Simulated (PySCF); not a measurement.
# BiB−: from the state search to spectroscopic constants

What are the lowest state that PBE0 finds, the bond length, vibrational wavenumber and bond energy of BiB−, and how much do these hang on the method?

Method: Bi aug-cc-pVDZ-PP with ECP60, B aug-cc-pVDZ, scalar-relativistic core potentials; program: PySCF 2.14.0.

3 further runs of the same task are left out: 3 set aside as unsound or not needed.

### Step 1. Input

A driver script around PySCF takes these settings:

- atoms: Bi, B
- charge: -1
- basis: Bi aug-cc-pVDZ-PP with ECP60, B aug-cc-pVDZ
- Hamiltonian: scalar-relativistic core potentials
- basis functions: 55
- electrons treated: 29
- masses in u: 208.9804, 11.0093
- levels: PBE0, PBE, r²SCAN, r²SCANh, B97-3, B2PLYP, HSE06, MP2, SCS-MP2, CCSD, CCSD(T)
- grid: 80 radial by 434 angular points
- occupations: held fixed by the projection of orbital angular momentum
- dissociation limit: Bi− + B, each in its ground configuration
- starting distance in angstrom: 2.375
- values of 2S to try: 1, 3

The run is started by

```
> OMP_NUM_THREADS=1 python dia.py task.json out
```

The runs that follow: The PBE0 curve of the state that the search chose; Excited determinants; PBE; r²SCAN (meta-GGA); r²SCANh; B97-3 (global hybrid GGA); B2PLYP (double hybrid); HSE06 (range-separated hybrid); MP2 and coupled cluster.

Before running it: what results should come out? Wanted: for each run, Re; ωe; De; μ.

The runs gave:

Lowest PBE0 solution found, without spin–orbit coupling: ²Σ⁺ (doublet), unpaired electrons σ ↑. State 2 has its PBE0 minimum 0.49 eV higher. The other levels ran on the lowest alone.

```tsv
level	Re (Å)	ωe (cm⁻¹)	De (eV)	μ (D)
ROHF-MP2	2.104	702	3.58	n/a
ROHF-SCS-MP2	2.109	689	3.28	n/a
ROHF-CCSD	2.112	660	2.94	n/a
ROHF-CCSD(T)	2.127	642	3.28	n/a
PBE	2.114	643	3.87	-4.03
r²SCAN	2.099	667	3.62	-3.80
r²SCANh	2.093	675	3.51	-3.75
PBE0	2.093	673	3.53	-3.88
B97-3	2.102	656	3.41	-3.94
HSE06	2.098	667	3.55	-3.86
B2PLYP	2.109	666	3.46	-3.61
```

De is counted to Bi− + B in their ground configurations. A positive dipole points from Bi to B; in an ion it is taken about the centre of mass and does not tell which atom is negative.

**Reading.** Bond lengths run from 2.093 Å (PBE0) to 2.127 Å (ROHF-CCSD(T)). Of the levels with a De here, ROHF-CCSD gives the least (2.94 eV) and PBE the most (3.87 eV).

Correlated steps freeze 5 core orbitals. These are scalar-relativistic numbers at best; spin–orbit coupling would shift them, the dissociation energy most. B2PLYP dipoles, levels and charges come from its SCF part alone. T1 is 0.035 near the minimum (highest on the curve 0.052), which may point to more than one leading configuration. With some functionals the highest level of the anion is positive, from self-interaction error or because the anion is truly unbound there; the finite basis then holds the extra electron, and no neutral molecule was run to test the binding. With spin–orbit coupling the term label itself may not hold.
